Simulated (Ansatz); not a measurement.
NaLaMnMoO6 under changes of volume

One of the cells (11.526 Å³/atom); the others are scaled copies at fixed shape and fractional positions:

```
Na La Mn Mo O
1.0
     0.00000    3.86259    3.86259
     3.86259    0.00000    3.86259
     3.86259    3.86259    0.00000
Na La Mn Mo O
1 1 1 1 6
Direct
  0.25000 0.25000 0.25000
  0.75000 0.75000 0.75000
  0.50000 0.50000 0.50000
  0.00000 0.00000 0.00000
  0.74662 0.25338 0.25338
  0.25338 0.25338 0.74662
  0.25338 0.74662 0.25338
  0.74662 0.25338 0.74662
  0.74662 0.74662 0.25338
  0.25338 0.74662 0.74662
```

The cell was built by a generator and needn't be a form met in nature.

* Program: Ansatz 0.2.0
* Functional: PBE
* Potentials or basis: Ansatz PAW
* Cutoff: 420 eV (not typed: the program's choice for these potentials)
* k mesh: 6 × 6 × 6
* Occupations: fermi-dirac, width 0.05 eV
* Spin: collinear spin, ferromagnetic start
* Starting moments: [0.0, 0.0, 4.0, 1.0, 0.0, 0.0, 0.0, 0.0, 0.0, 0.0] μB

| volume (Å³/atom) | energy over the lowest point (meV/atom) | pressure (GPa) | moment (μB per cell) | largest force (eV/Å) |
| --- | --- | --- | --- | --- |
| 10.834 | ? | ? | ? | ? |
| 11.065 | 11.91 | 8.4 | 1.09 | 0.168 |
| 11.295 | 2.90 | 4.0 | 1.14 | 0.078 |
| 11.526 | 0.00 | 0.0 | 1.16 | 0.001 |
| 11.756 | 2.61 | -3.5 | 1.20 | 0.077 |
| 11.987 | 9.99 | -6.5 | 1.31 | 0.185 |
| 12.217 | 21.51 | -8.9 | 1.51 | 0.339 |

What does the run at 10.834 Å³/atom give?

Energy over the lowest point 27.33 meV/atom; pressure 13.1 GPa; moment 1.02 μB per cell; largest force 0.264 eV/Å.

Worked out: A Birch-Murnaghan fit of order 3 (a polynomial in V^(-2/3)) to the other rows has its minimum at 11.53 Å³/atom with B0 = V·E''(V) = 189 GPa and B' = 5.5 at fixed shape and positions, which overstates the stiffness. It gives 28.06 meV/atom at 10.834 Å³/atom, against the run's 27.33, and -dE/dV = 13.9 GPa, against 13.1. A parabola through the other rows of the moment, of slope -0.274 μB per Å³/atom there, extrapolates to 1.16 μB, against the run's 1.02. The fit is too stiff a form for this range.

Energies are extrapolated to zero smearing.

Caveats: a cell with one magnetic atom can't hold antiferromagnetic order, which such compounds often take; the starting moments weren't kept.
